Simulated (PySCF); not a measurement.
# C4HF5: the cost of one run

Computed with PySCF 2.14.0 and routines of our own; the level stands in each step. Atoms count from 0.

### 1 The system as given

10 atoms, charge 0, multiplicity 1; geometry from: GFN2-xTB.

### 2 Optimising the geometry at PBE0-D3(BJ)/def2-SVP

The job: settings as JSON, then the geometry in Å.

```
{"job": {"xc": "PBE0", "basis": "def2-SVP", "d3": "d3bj", "grid": 2, "kind": "geom"}, "charge": 0, "multiplicity": 1}
F      2.997560     0.134569    -0.409031
C      2.042568     0.082658     0.512949
C      0.827456    -0.297501     0.257331
C     -0.396881    -0.652454     0.005402
F     -0.841015    -1.913540     0.110259
C     -1.489514     0.323061    -0.401382
F     -1.011026     1.569579    -0.472712
F     -2.497136     0.335991     0.477640
F     -2.009941     0.025878    -1.594289
H      2.386812     0.396414     1.491304
```

Command:

```bash
OMP_NUM_THREADS=1 python excited_run.py task.json out
```

This one command runs all jobs of the session in turn.

Q: Estimate the wall time and peak memory of this first job on 1 thread of Arm Neoverse V1, shared host.

About 63 s, with a peak of 0.68 GiB.
